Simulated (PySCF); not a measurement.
# Cl6Ta ([TaCl6]-): the cost of one run

Computed with PySCF 2.14.0 and routines of our own; the level stands in each step. Atoms count from 0.

### Step 1. The starting structure

7 atoms, charge -1, multiplicity 1; geometry from: GFN2-xTB.

### Step 2. Optimising the geometry at PBE0-D3(BJ)/def2-SVP

The job: settings as JSON, then the geometry in Å.

```
{"job": {"xc": "PBE0", "basis": "def2-SVP", "d3": "d3bj", "grid": 1, "maxiter": 30, "shake": 0.03, "kind": "geom"}, "charge": -1, "multiplicity": 1}
Ta     0.061460    -0.076520     0.012550
Cl    -0.024400    -0.013190     2.350710
Cl    -0.030040     0.011850    -2.382820
Cl     2.456770     0.004410     0.003280
Cl    -2.365140    -0.037110    -0.055780
Cl    -0.031330     2.371560     0.006830
Cl     0.024540    -2.363000    -0.003320
```

On the command line:

```console
$ OMP_NUM_THREADS=1 python heavy_run.py task.json out
```

The driver reads the jobs from task.json and runs them one after another.

**Question.** How long does this first job take on 1 thread of Arm Neoverse V2, shared host, and how much memory does it need?

About 1.8 min, with a peak of 0.61 GiB.
